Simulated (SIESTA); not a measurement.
Crystal: MgCo2O4.

```
Co Mg O
1.0
     3.14772    0.00000    0.00000
     1.56917    2.73029    0.00000
     0.04396    1.71337   10.20081
Co Mg O
2 1 4
Direct
  0.62519 0.75181 0.53152
  0.13329 0.76487 0.97094
  0.91382 0.16450 0.25098
  0.21674 0.56286 0.14525
  0.61342 0.76210 0.35734
  0.31625 0.36537 0.59257
  0.78673 0.45558 0.91004
```

The cell comes from a database or a generator and needn't be the stable form of this composition.

```yaml
Program: SIESTA 5.4.2
Task: single point
Functional: PBEsol
Potentials_or_basis: PseudoDojo 0.4 standard (PBEsol files)
Basis: DZP (energy shift 0.003 Ry; two zetas on semicore shells)
Grid_cutoff: 800 Ry
Energy_shift: 0.003 Ry
k_mesh: 10 × 10 × 3
Occupations: fermi-dirac, width 0.05 eV
Spin: collinear spin, ferromagnetic start
Starting_moments: "[2.0, 2.0, 0.0, 0.0, 0.0, 0.0, 0.0] μB"
```

On this cell: pressure -6.3 GPa; largest force 0.645 eV/Å; net moment 6.64 μB per cell; site moments Co +2.51; Mg -0.01; O +0.37, +0.45, +0.44 μB; band gap on the k mesh none (metal or under the smearing width).

The same run follows on a disturbed copy (atoms moved at random, drawn with an rms of 0.05 Å):

```xyz
7
Lattice="3.1477 0.0000 0.0000 1.5692 2.7303 0.0000 0.0440 1.7134 10.2008" Properties=species:S:1:pos:R:3 pbc="T T T"
Co    3.1462    2.9750    5.4113
Co    1.6334    3.7308    9.9406
Mg    3.1132    0.8902    2.5125
O     1.6002    1.7580    1.5049
O     3.1542    2.6909    3.6864
O     1.6111    2.0462    6.0163
O     3.2069    2.8071    9.3131
```

Q: What changes?

A: The energy (extrapolated to zero smearing) moves by +7.5 meV/atom; pressure -4.8 GPa; largest force 1.194 eV/Å; net moment 6.49 μB per cell; site moments Co +2.44, +2.48; Mg -0.00; O +0.32, +0.40, +0.42, +0.44 μB; band gap on the k mesh none (metal or under the smearing width).

Forces on the atoms (eV/Å):
```
Co   0.181 -0.059  1.094
Co   0.007 -0.132 -1.186
Mg   0.416 -0.215  0.469
O   -0.336  0.298  0.557
O   -0.069  0.055 -1.159
O   -0.197  0.012 -0.364
O   -0.005  0.040  0.588
```

Stress tensor (GPa, compression positive):
```
-7.19  0.17  0.15
 0.17 -8.22 -0.19
 0.15 -0.19  0.99
```

Caveats: short orbitals over semicore shells can move pressures by several GPa; the basis of atomic orbitals isn't converged, which shifts pressures, moduli and gaps; semilocal functionals often make such compounds metallic where correlation or magnetic order opens a gap, which also shifts bond lengths.
